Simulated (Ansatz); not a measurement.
# CCl₃HfNO: a ladder of functionals and wavefunction methods

One table from this session's results is given with a row withheld; the runs are named, their logs left out.

Program: Ansatz 0.2.0, Gaussian basis. Level of theory: functionals in def2-TZVPP, the program's frozen cores in correlated methods. These are calculated values, not measurements.

Plan: LDA (SPW92), PBE-D4, revPBE-D4, BLYP-D4, r2SCAN-D4, B97M-V, PBE0-D4, B3LYP-D4, r2SCANh-D4, r2SCAN0-D4, HSE06-D4, BHLYP-D4, CAM-B3LYP-D4, LC-ωPBE, ωB97X-V, ωB97M-V, B2PLYP, PBE-QIDH; CCSD(T)/def2-SVP; CCSD(T)/def2-TZVPP; MP2/def2-QZVPP; extrapolation to the limit; RPA on PBE.

1 further run of the same task is left out (for a known fault of the program). Runs told in other sessions of the task aren't counted.

### Structure used throughout

All runs share one geometry, relaxed beforehand with PBE0-D4 in a triple-zeta def2 set. Hf takes the def2 core potential; no spin-orbit term is included.

7 atoms, charge 0, spin multiplicity 1.

Atoms are counted from 1 here; the program's logs count them from 0.

Bond lengths: O1–C2 1.159 Å, C2–N3 1.205 Å, N3–Hf4 2.003 Å, Hf4–Cl5 2.324 Å, Hf4–Cl6 2.324 Å, Hf4–Cl7 2.324 Å. Angles: O1–C2–N3 180.0°, C2–N3–Hf4 180.0°, N3–Hf4–Cl5 108.9°, N3–Hf4–Cl6 108.9°, N3–Hf4–Cl7 108.9°, Cl5–Hf4–Cl6 110.0°, Cl5–Hf4–Cl7 110.1°, Cl6–Hf4–Cl7 110.0°.

The first run:

The input, in.yaml:

```yaml
crystal:
  periodic: [false, false, false]
  atoms:
    - {symbol: O, position_ang: [0.898815, -2.455435, 2.048163]}
    - {symbol: C, position_ang: [0.585203, -1.598194, 1.333307]}
    - {symbol: N, position_ang: [0.259232, -0.707104, 0.590285]}
    - {symbol: Hf, position_ang: [-0.283009, 0.772908, -0.644927]}
    - {symbol: Cl, position_ang: [-2.235378, 0.157252, -1.745627]}
    - {symbol: Cl, position_ang: [-0.646091, 2.699796, 0.603185]}
    - {symbol: Cl, position_ang: [1.421218, 1.130777, -2.184397]}
basis:
  gaussian: {orbitals: def2-TZVPP}
hamiltonian: {xc: lda}
output: {orbitals: {seedname: orbitals}}
```

Run with:

```bash
> ansatz run in.yaml --threads 4 --pin off --events-out ev --progress --plain --max-ram 11315MiB
```

Among the steps run: LDA; PBE-D4 (GGA); revPBE-D4 (GGA); BLYP-D4 (GGA); r2SCAN-D4 (meta-GGA); B97M-V (meta-GGA); PBE0-D4 (hybrid); B3LYP-D4 (hybrid); r2SCANh-D4 (hybrid); r2SCAN0-D4 (hybrid); HSE06-D4 (hybrid); BHLYP-D4 (hybrid); CAM-B3LYP-D4 (range-separated); LC-ωPBE (range-separated); ωB97X-V (range-separated); ωB97M-V (range-separated); B2PLYP (double hybrid); PBE-QIDH (double hybrid).

One of the session's tables, all rows but one given; the rest of the session is left out.

It belongs to the step «Frontier levels by functional». 

| functional | HOMO (eV) | LUMO (eV) | gap (eV) |
| --- | --- | --- | --- |
| LDA (SPW92) | -8.21 | -3.19 | 5.01 |
| PBE-D4 | -7.99 | -2.92 | 5.07 |
| revPBE-D4 | -7.91 | -2.82 | 5.08 |
| BLYP-D4 | -7.82 | -2.77 | 5.06 |
| r2SCAN-D4 | -8.34 | -2.77 | 5.57 |
| B97M-V | -8.35 | -2.65 | 5.69 |
| PBE0-D4 | -9.37 | -2.14 | 7.24 |
| B3LYP-D4 | -9.10 | -2.32 | 6.78 |
| r2SCANh-D4 | -8.85 | -2.48 | 6.37 |
| r2SCAN0-D4 | -9.62 | -2.03 | 7.59 |
| HSE06-D4 | -8.98 | -2.51 | 6.47 |
| BHLYP-D4 | -10.64 | -1.14 | 9.49 |
| CAM-B3LYP-D4 | ? | ? | ? |
| LC-ωPBE | -12.07 | 0.07 | 12.14 |
| ωB97X-V | -11.69 | 0.02 | 11.71 |
| ωB97M-V | -11.56 | -0.03 | 11.53 |

Estimate the missing values for CAM-B3LYP-D4.

**Answer.** HOMO (eV): -10.71; LUMO (eV): -1.04; gap (eV): 9.67. In the column «HOMO (eV)» it lies between ωB97M-V (-11.56) and BHLYP-D4 (-10.64).
